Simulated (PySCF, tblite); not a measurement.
**C5H7BClF2 radical: geometry, infrared bands and EPR parameters**

Wanted: the infrared bands and EPR parameters of C5H7BClF2 radical (`FB(F)[C@@H]1C[CH][C@@H]1CCl`), by calculation.

The runs use tblite 0.8.0 and PySCF 2.14.0, with density-fitted response routines of our own; the level of theory stands in each step. All values are computed, except where a source is named. Atoms are numbered from 0 throughout.

## Step 1: Starting geometry

16 atoms, charge 0, multiplicity 2; geometry from: force field or distance geometry start.

Bonds of the start (Å): F0–B1 1.47, B1–F2 1.44, B1–C3 1.57, C3–C4 1.55, C4–C5 1.50, C5–C6 1.50, C6–C7 1.49, C7–Cl8 1.76, C6–C3 1.50, C3–H9 1.09, C4–H10 1.10, C4–H11 1.09, C5–H12 1.10, C6–H13 1.13, C7–H14 1.12, C7–H15 1.12.

## Step 2: Relaxing the molecule with GFN2-xTB

Job settings and geometry (Å):

```
{"job": {"kind": "relax", "xc": "GFN2-xTB", "basis": "xTB"}, "charge": 0, "multiplicity": 2}
F     -0.904300     0.986900     1.914700
B     -0.799000     1.433200     0.522900
F     -1.565900     2.594600     0.167400
C     -0.680900     0.288500    -0.551600
C     -1.342000    -1.005500    -0.022700
C      0.018900    -1.432600     0.454200
C      0.598900    -0.493800    -0.556500
C      1.863700     0.228100    -0.244600
Cl     1.921800     0.979200     1.347400
H     -1.007600     0.533200    -1.560200
H     -1.687000    -1.626100    -0.864500
H     -2.074200    -0.744800     0.739300
H      0.250800    -1.281300     1.521100
H      0.687900    -1.033000    -1.542500
H      1.971200     1.047500    -1.007800
H      2.740000    -0.465300    -0.327900
```

Launch:

```
OMP_NUM_THREADS=1 python probes_run.py task.json out
```

One launch serves the whole session: the jobs run in the order shown.

Output:

```text
step      E/eV     max force
  0    -802.17492    3.469
  1    -802.71779    2.372
  2    -802.93899    2.809
  3    -803.04153    1.085
  4    -803.12171    0.470
  5    -803.15729    0.725
  6    -803.17580    0.526
  7    -803.19555    0.352
  8    -803.21065    0.305
  9    -803.22054    0.236
 10    -803.22690    0.223
 11    -803.23406    0.264
 12    -803.24228    0.288
 13    -803.25145    0.229
 14    -803.26155    0.244
 15    -803.27376    0.264
 16    -803.28796    0.324
 17    -803.29951    0.241
 18    -803.30725    0.218
 19    -803.31456    0.229
 20    -803.32173    0.215
 21    -803.32966    0.266
 22    -803.33963    0.271
 23    -803.35258    0.360
 24    -803.37234    0.467
 25    -803.38690    0.677
 26    -803.41951    0.338
 27    -803.43761    0.360
 28    -803.45865    0.372
 29    -803.48334    0.423
 30    -803.50993    0.435
 31    -803.53015    0.341
 32    -803.54674    0.311
 33    -803.55485    0.292
 34    -803.56026    0.352
 35    -803.56769    0.185
 36    -803.57175    0.157
 37    -803.57619    0.169
 38    -803.57997    0.168
 39    -803.58294    0.132
 40    -803.58549    0.116
 41    -803.58781    0.113
 42    -803.59014    0.137
 43    -803.59256    0.128
 44    -803.59480    0.103
 45    -803.59690    0.116
 46    -803.59908    0.148
 47    -803.60140    0.159
 48    -803.60381    0.155
 49    -803.60625    0.112
 50    -803.60883    0.132
 51    -803.61187    0.132
 52    -803.61572    0.179
 53    -803.62027    0.187
 54    -803.62490    0.187
 55    -803.62898    0.187
 56    -803.63180    0.162
 57    -803.63339    0.110
 58    -803.63445    0.096
 59    -803.63477    0.240
 60    -803.63616    0.084
 61    -803.63679    0.046
 62    -803.63767    0.041
 63    -803.63808    0.043
 64    -803.63869    0.063
 65    -803.63930    0.062
 66    -803.63983    0.039
 67    -803.64011    0.036
 68    -803.64034    0.040
 69    -803.64060    0.051
 70    -803.64092    0.047
 71    -803.64118    0.039
 72    -803.64136    0.036
 73    -803.64151    0.034
 74    -803.64170    0.037
 75    -803.64195    0.032
 76    -803.64217    0.032
 77    -803.64231    0.027
 78    -803.64243    0.022
 79    -803.64255    0.021
 80    -803.64265    0.021
 81    -803.64273    0.022
 82    -803.64279    0.017
 83    -803.64288    0.020
 84    -803.64300    0.021
 85    -803.64311    0.022
 86    -803.64319    0.025
 87    -803.64325    0.022
 88    -803.64331    0.025
 89    -803.64337    0.023
 90    -803.64342    0.018
 91    -803.64346    0.015
 92    -803.64351    0.014
 93    -803.64355    0.012
 94    -803.64358    0.012
 95    -803.64360    0.011
 96    -803.64361    0.011
 97    -803.64363    0.010
```

It took 0.8 s on 1 thread of Arm Neoverse V1, shared host.

Along the way: (not every step is listed)

```tsv
step	energy from step 0 (eV)	largest force (eV/Å)
0	0.0000	3.4692
1	-0.5429	2.3723
2	-0.7641	2.8086
3	-0.8666	1.0850
4	-0.9468	0.4699
5	-0.9824	0.7254
6	-1.0009	0.5257
7	-1.0206	0.3516
8	-1.0357	0.3053
16	-1.1130	0.3237
24	-1.1974	0.4673
32	-1.3718	0.3111
40	-1.4106	0.1155
48	-1.4289	0.1553
56	-1.4569	0.1617
64	-1.4638	0.0633
72	-1.4664	0.0359
80	-1.4677	0.0212
88	-1.4684	0.0245
92	-1.4686	0.0136
93	-1.4686	0.0122
94	-1.4687	0.0124
95	-1.4687	0.0110
96	-1.4687	0.0110
97	-1.4687	0.0095
```

Distances of close pairs at the start and the end, largest changes first:

```tsv
bond	before (Å)	after (Å)	change (Å)
F0–B1	1.465	1.333	-0.132
B1–F2	1.436	1.338	-0.098
C3–C6	1.500	1.557	+0.057
C6–C7	1.489	1.528	+0.039
C7–H14	1.125	1.090	-0.035
C7–H15	1.121	1.089	-0.031
C5–H12	1.102	1.071	-0.031
C6–H13	1.127	1.097	-0.030
```

The end geometry stands in the next job.

## Step 3: Harmonic vibrations with GFN2-xTB

Job settings and geometry (Å):

```
{"job": {"kind": "ir", "xc": "GFN2-xTB", "basis": "xTB"}, "charge": 0, "multiplicity": 2}
F     -1.574035     1.692264     1.457700
B     -0.779626     1.553365     0.395899
F     -0.435802     2.717656    -0.166518
C     -0.799475     0.214267    -0.483282
C     -1.265251    -1.067316     0.253468
C      0.093726    -1.621558     0.070180
C      0.592263    -0.450670    -0.694659
C      1.766048     0.321322    -0.093041
Cl     1.218960     1.078729     1.424577
H     -1.325290     0.388304    -1.423328
H     -2.068589    -1.614065    -0.248494
H     -1.579215    -0.915867     1.291370
H      0.613670    -2.426957     0.548364
H      0.843756    -0.655496    -1.743006
H      2.089918     1.129619    -0.748712
H      2.601343    -0.334653     0.148071
```

Output:

```text
mode    cm-1     km/mol
  1      58.3      1.38
  2     112.3      6.04
  3     153.2      6.80
  4     164.0     28.64
  5     182.1      2.07
  6     217.0     17.14
  7     263.6     29.37
  8     336.9      0.59
  9     360.7     86.00
 10     425.3     44.42
 11     476.1     60.89
 12     556.0     21.14
 13     678.8     33.03
 14     707.8     91.60
 15     780.0      1.16
 16     881.1      3.16
 17     891.8      8.16
 18     939.5     18.11
 19     992.0      7.19
 20    1007.5      8.99
 21    1023.3      7.20
 22    1051.1      0.36
 23    1080.2      2.17
 24    1133.1     89.29
 25    1149.7     44.32
 26    1171.9     71.22
 27    1195.0      9.28
 28    1199.1     21.39
 29    1207.1    255.64
 30    1239.1     19.71
 31    1250.4     65.45
 32    1256.1     46.85
 33    1273.9     22.87
 34    1414.5      2.05
 35    1443.0     12.02
 36    2866.7     26.63
 37    2893.9     16.70
 38    2935.5     25.73
 39    2975.1     30.76
 40    2981.0      6.18
 41    2997.1      4.77
 42    3149.0     39.73
```

It took 0.62 s on 1 thread of Arm Neoverse V1, shared host.

Which atoms move in the most intense modes:

```tsv
cm⁻¹	km/mol	atoms
361	86.0	B1 25 %, F2 17 %, C3 13 %
476	60.9	B1 23 %, F2 20 %, F0 15 %, C6 11 %
708	91.6	C3 25 %, C7 13 %, H10 12 %, B1 11 %
1133	89.3	B1 27 %, H13 14 %, C6 12 %
1172	71.2	H9 28 %, C3 17 %, H14 15 %, B1 14 %
1207	255.6	B1 60 %, F0 16 %
1250	65.5	C4 17 %, C3 13 %, C5 12 %, H9 11 %
1256	46.9	C4 25 %, C3 20 %, H11 14 %, C5 13 %
```

## Step 4: g tensor and hyperfine couplings: B3LYP/pcH-1

Same as in step 3 but for these lines:

```diff
@@ -1,2 +1,2 @@
-{"job": {"kind": "ir", "xc": "GFN2-xTB", "basis": "xTB"}, "charge": 0, "multiplicity": 2}
+{"job": {"kind": "epr", "basis": "pcH-1"}, "charge": 0, "multiplicity": 2}
 F     -1.574035     1.692264     1.457700
```

Level: UKS B3LYP, pcH-1 on B C Cl F H, non-relativistic, mean-field spin-orbit, GIAO.

Output:

```text
UKS, coarse grid
  cycle   1  E = -879.44968594  |g| = 5.41e-01
  cycle   2  E = -879.36486492  |g| = 7.82e-01
  cycle   3  E = -879.54754597  |g| = 4.74e-02
  cycle   4  E = -879.54804604  |g| = 3.41e-02
  cycle   5  E = -879.54856775  |g| = 6.45e-03
  cycle   6  E = -879.54858909  |g| = 2.31e-03
  cycle   7  E = -879.54859141  |g| = 9.18e-04
UKS, final grid
  cycle   1  E = -879.54860548  |g| = 1.01e-03
  cycle   2  E = -879.54860523  |g| = 1.32e-03
  cycle   3  E = -879.54860593  |g| = 1.48e-04
  cycle   4  E = -879.54860594  |g| = 5.54e-05
  cycle   5  E = -879.54860594  |g| = 2.52e-05
E = -879.54860594 Eh   <S^2> = 0.7541 (exact 0.7500)
g shifts (ppm)      1          2          3
  rmc          -141       -141       -141
  gc              8         31         29
  oz_so        -147        722       1543
  total        -279        613       1432
hyperfine (MHz)  atom isotope    a_iso     a_fc   dipolar eigenvalues
    0   19F       2.34       2.34     -2.13     -1.01      3.14
    1   11B      -2.70      -2.70     -0.62     -0.41      1.02
    2   19F       0.26       0.26     -0.92     -0.46      1.38
    3   13C       8.77       8.77     -1.46     -1.41      2.88
    4   13C     -34.67     -34.68     -3.12      0.53      2.59
    5   13C     104.02     104.11    -80.46    -79.13    159.59
    6   13C     -32.83     -32.84     -2.14     -0.61      2.75
    7   13C      72.52      72.53     -3.81     -3.41      7.22
    8  35Cl      -0.02      -0.01     -1.21     -0.50      1.71
    9    1H      -2.11      -2.11     -2.59     -2.32      4.91
   10    1H     128.05     128.05     -4.90     -4.20      9.10
   11    1H     113.80     113.80     -4.75     -3.13      7.88
   12    1H     -60.76     -60.78    -38.01     -0.48     38.49
   13    1H     105.85     105.85     -5.14     -3.79      8.92
   14    1H       3.07       3.08     -2.70     -1.77      4.47
   15    1H      -3.28      -3.29     -3.75     -2.33      6.07
```

Run time: 2.1 min. Hardware: 1 thread of Arm Neoverse V1, shared host; peak memory 1.1 GiB.

Principal g values 2.00204, 2.00293, 2.00375; g(iso) = 2.00291, against 2.00232 for a free electron.

Hyperfine couplings; where a row names several nuclei, a(iso) is their mean (it holds for fast rotation or exchange) and the dipolar term the largest among them:

```tsv
nuclei	isotope	a(iso) (MHz)	a(iso) (G, at g = 2.0023)	largest dipolar term (MHz)
H10	1H	128.0	45.7	9.1
H11	1H	113.8	40.6	7.9
H13	1H	105.9	37.8	8.9
C5	13C	104.0	37.1	159.6
C7	13C	72.5	25.9	7.2
H12	1H	-60.8	-21.7	38.5
C4	13C	-34.7	-12.4	-3.1
C6	13C	-32.8	-11.7	2.8
C3	13C	8.8	3.1	2.9
H15	1H	-3.3	-1.2	6.1
H14	1H	3.1	1.1	4.5
B1	11B	-2.7	-1.0	1.0
H9	1H	-2.1	-0.8	4.9
F0, F2	19F	1.3	0.5	3.1
```

Mulliken spin populations:

F0 0.00; B1 0.00; F2 0.00; C3 0.01; C4 -0.09; C5 1.01; C6 -0.07; C7 0.03; Cl8 0.00; H9 0.00; H10 0.05; H11 0.05; H12 -0.04; H13 0.05; H14 0.01; H15 0.00

In first order the couplings over 0.8 MHz of 1H, 11B, 19F give 1484 distinct lines over 152.6 G, if the averaged nuclei exchange fast.

The fields below are evaluated on a grid from the run's orbitals.

ELF in a plane through or near 5 of the atoms.

Ten even steps from '0' (0.00) to '9' (1.00):
```
0000000000000000000000000000
0000000000000000000000000000
0000000000000112100000000000
0000000000001356430000000000
0000000000002688873000000000
0000000000003673884000000000
0000000000122256641000000000
0000000000479842000134200000
0000000002566862003899930000
0000011225716375237999961000
0001599986875863786899720000
0003899997422524474221000000
0002799995455775531111000000
0000156411678743110000000000
0000000001577520000000000000
0000000001343210000000000000
0000000000000000000000000000
0000000000000000000000000000
0000000000000000000000000000
0000000000000000000000000000
```
The map spans 10.1 Å across and 10.5 Å up, centred on the molecule. Atoms in the plane (x, y in Å): F2 (0.6, 2.7), C3 (-0.6, 0.4), C6 (0.5, -0.7), H10 (-2.4, -0.9), H14 (2.4, 0.3).

log10 of the density (e/Å³) in the same plane.

Ten even steps from '0' (-4.0) to '9' (1.3):
```
0000000000000000000000000000
0000000000000111100000000000
0000000000113344432000000000
0000000001234566554210000000
0000000123445688875320000000
0000000234456799875420000000
0000001234566777765332210000
0000012335667766544444321000
0001123445677766555665432100
0002244556789876667786543100
0013356677777777777776543100
0013456877766789776665432100
0013456666667777765554322000
0002344555666666554433221000
0000122334555554433222100000
0000001123344433221100000000
0000000001222222100000000000
0000000000111110000000000000
0000000000000000000000000000
0000000000000000000000000000
```
The map spans 10.1 Å across and 10.5 Å up, centred on the molecule. Atoms in the plane (x, y in Å): F2 (0.6, 2.7), C3 (-0.6, 0.4), C6 (0.5, -0.7), H10 (-2.4, -0.9), H14 (2.4, 0.3).

On the surface of density 0.002 e/bohr³ the electrostatic potential runs, from the 1st to the 99th percentile, from -1.20 V near F2 to 1.33 V near H15.

The spin density lies nearest to C5 64 %; H12 10 %.

## Step 5: Summary of results

| quantity | value |
| --- | --- |
| strongest single infrared mode (GFN2-xTB) | 1207 cm⁻¹, 256 km/mol |
| zero-point energy (GFN2-xTB) | 70.1 kcal/mol |
| g(iso) (B3LYP) | 2.00291 |
| ⟨S²⟩ | 0.754 (exact 0.75) |
| largest a(iso) (averaged by class) | 1H on H10, 128.0 MHz |
| surface potential, 1st and 99th percentile | -1.20 V and 1.33 V |

In words: Relaxing lowered the energy by 1.469 eV in 97 steps; the close pair that moved most is F0–B1, from 1.465 to 1.333 Å. All 42 modes are real, so the xTB geometry is a minimum. The strongest single mode, at 1207 cm⁻¹, moves mainly B1. GFN2-xTB is a fitted tight-binding method: band positions and strengths are rough. Its intensities can rank the bands wrongly. C5 carries the largest spin population, 1.01 e. The isotropic g lies 0.6 ppt above the free-electron value.
